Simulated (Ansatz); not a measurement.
## two structures of Tc: a comparison of enthalpies under pressure, step by step

Program: the Ansatz DFT code, driven from Python.

Input file `tc_p6_3_mmc.cif`:
```cif
data_Tc
_cell_length_a 2.740000
_cell_length_b 2.740000
_cell_length_c 4.398000
_cell_angle_alpha 90.00000
_cell_angle_beta 90.00000
_cell_angle_gamma 120.00000
_symmetry_space_group_name_H-M 'P 1'
_symmetry_Int_Tables_number 1
loop_
_symmetry_equiv_pos_as_xyz
'x, y, z'
loop_
_atom_site_label
_atom_site_type_symbol
_atom_site_fract_x
_atom_site_fract_y
_atom_site_fract_z
Tc1 Tc    0.333333    0.666667    0.250000
Tc2 Tc    0.666667    0.333333    0.750000
```

The script reads `tc_fm_3m.cif`:
```cif
data_Tc
_cell_length_a 2.757716
_cell_length_b 2.757716
_cell_length_c 2.757716
_cell_angle_alpha 60.00000
_cell_angle_beta 60.00000
_cell_angle_gamma 60.00000
_symmetry_space_group_name_H-M 'P 1'
_symmetry_Int_Tables_number 1
loop_
_symmetry_equiv_pos_as_xyz
'x, y, z'
loop_
_atom_site_label
_atom_site_type_symbol
_atom_site_fract_x
_atom_site_fract_y
_atom_site_fract_z
Tc1 Tc    0.000000    0.000000    0.000000
```

The cells in order, each with its output:

In [1]:
```python
import csv

import ansatz as az
from ase.io import read
import numpy as np
```

In [2]:
```python
def run_phase(name, crystal, pressure=0.0):
    calc = (
        crystal.calculation()
        .functional("lda")
        .basis(650)
        .kpoints(spacing=0.3)
        .occupations("cold", width=0.05)
    )
    calc = calc.relax(force_tolerance=0.03, cell=True, pressure=pressure)
    return calc.run(threads=1)
```

In [3]:
```python
def volume_per_atom(outcome):
    return abs(np.linalg.det(outcome.lattice.cell_ang)) / len(outcome.lattice.sites)
```

In [4]:
```python
phases = {}
atoms = read("tc_p6_3_mmc.cif")
p6_3_mmc = az.Crystal.from_ase(atoms)
phases["P6_3/mmc"] = p6_3_mmc
atoms = read("tc_fm_3m.cif")
fm_3m = az.Crystal.from_ase(atoms)
phases["Fm-3m"] = fm_3m
```

In [5]:
```python
# enthalpy per atom at each pressure
pressures = [0, 15, 30, 45]
enthalpy, volume = {name: [] for name in phases}, {name: [] for name in phases}
for p in pressures:
    for name, crystal in phases.items():
        o = run_phase(name, crystal, pressure=p)
        volume[name].append(volume_per_atom(o))
        enthalpy[name].append(o.report["energy_sigma0_ev"] / len(o.lattice.sites) + p * volume[name][-1] / 160.21766)
gap = np.array(enthalpy["Fm-3m"]) - np.array(enthalpy["P6_3/mmc"])
rows = [(p, va, vb, 1000 * d) for p, va, vb, d in zip(pressures, volume["P6_3/mmc"], volume["Fm-3m"], gap)]
with open("transition.csv", "w", newline="") as handle:
    writer = csv.writer(handle)
    writer.writerow(["P (GPa)", "V P6_3/mmc (A^3/atom)", "V Fm-3m (A^3/atom)", "H(Fm-3m) - H(P6_3/mmc) (meV/atom)"])
    writer.writerows([round(v, 4) if isinstance(v, float) else v for v in row] for row in rows)
print(open("transition.csv").read())
crossings = [p0 - g0 * (p1 - p0) / (g1 - g0) for p0, p1, g0, g1 in zip(pressures, pressures[1:], gap, gap[1:]) if g0 * g1 < 0]
print("crossing near", [round(float(p), 1) for p in crossings], "GPa") if crossings else print("no crossing in this range")
```
```text
DeckWarning: the atoms were moved onto the symmetric positions of the space group found under crystal.symmetry.tolerance 1.0e-5 (fractional; no operation is sought that the atoms, as they stand in a round, miss by more than twice it, and no atom is moved by as much as it), and the run uses the moved positions. Before [...]
P (GPa),V P6_3/mmc (A^3/atom),V Fm-3m (A^3/atom),H(Fm-3m) - H(P6_3/mmc) (meV/atom)
0,13.7792,13.8558,92.0037
15,13.2377,13.3068,99.0129
30,12.7961,12.8525,105.3544
45,12.4127,12.4564,110.5462

no crossing in this range
```

Reading the output:
- At a fixed pressure a relaxation lowers the enthalpy F + PV, while F alone can rise.
- For the metals among these phases the mesh is modest: differences between phases can be off by up to 40 meV an atom.
- The cells come from databases of deposited and of computed structures, and not all need be stable phases.
- Warnings are shown shortened and without file and line.
- Only these two structures are compared, at zero temperature and with their symmetry kept; either may be hypothetical, and another phase may be lower than both. Differences under about 40 meV an atom lie within the error of mesh and functional.
- It ran for 44 s on 1 thread of Arm Neoverse V1, on a shared host, peak memory 0.43 GiB.
